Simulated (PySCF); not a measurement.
# BiH6N3 (Bi(NH2)32+): the cost of one run

The runs use PySCF 2.14.0; r2SCAN, Bi def2-SVP with ECP60, N def2-SVP, H def2-SVP; scalar-relativistic core potentials, no spin–orbit coupling.

1 further run of the same task is left out (for a known fault of the program).

**1. The system as given**

10 atoms, charge 2, spin multiplicity 1.

Bond lengths: Bi1–N2 2.124 Å, Bi1–N5 2.124 Å, Bi1–N8 2.124 Å, N2–H3 1.018 Å, N2–H4 1.018 Å, N5–H6 1.018 Å, N5–H7 1.018 Å, N8–H9 1.018 Å, N8–H10 1.018 Å. Angles: N2–Bi1–N5 120.0°, N2–Bi1–N8 120.0°, N5–Bi1–N8 120.0°, Bi1–N2–H3 125.4°, Bi1–N2–H4 125.4°, H3–N2–H4 109.2°, Bi1–N5–H6 125.4°, Bi1–N5–H7 125.4°, H6–N5–H7 109.2°, Bi1–N8–H9 125.4°, Bi1–N8–H10 125.4°, H9–N8–H10 109.2°.

Coordinates:

```xyz
10
BiH6N3
Bi    0.0000    0.0000    0.0000
N     2.1240    0.0000    0.0000
H     2.7140    0.0000    0.8300
H     2.7140    0.0000   -0.8300
N    -1.0620    1.8394    0.0000
H    -1.3570    2.3504    0.8300
H    -1.3570    2.3504   -0.8300
N    -1.0620   -1.8394    0.0000
H    -1.3570   -2.3504    0.8300
H    -1.3570   -2.3504   -0.8300
```

Formal oxidation states: Bi +5.

**2. SCF at the start, singlet**

The input, run.py (the lines that set the calculation):

```python
mol = gto.M(atom='''
Bi     0.00000     0.00000     0.00000
N      2.12400     0.00000     0.00000
H      2.71400     0.00000     0.83000
H      2.71400     0.00000    -0.83000
N     -1.06200     1.83940     0.00000
H     -1.35700     2.35040     0.83000
H     -1.35700     2.35040    -0.83000
N     -1.06200    -1.83940     0.00000
H     -1.35700    -2.35040     0.83000
H     -1.35700    -2.35040    -0.83000''',
    basis={'Bi': 'def2-SVP', 'N': 'def2-SVP', 'H': 'def2-SVP'},
    ecp={'Bi': 'def2-SVP'},
    charge=2, spin=0)
mf = dft.RKS(mol, xc='R2SCAN')
mf.grids.atom_grid = (50, 194)
mf = mf.density_fit()  # fitting sets: Bi def2-universal-JKFIT, N def2-universal-JKFIT, H def2-universal-JKFIT
mf.conv_tol = 1e-08; mf.max_cycle = 55
mf.kernel(dm0)  # dm0: free metal ions and neutral atoms
```

Launch:

```sh
$ OMP_NUM_THREADS=2 python run.py
```

**Question.** How long does this run take on 2 threads of Arm Neoverse V1, shared host, and how much memory does it need?

About 1.8 min, with a peak of 0.7 GiB.
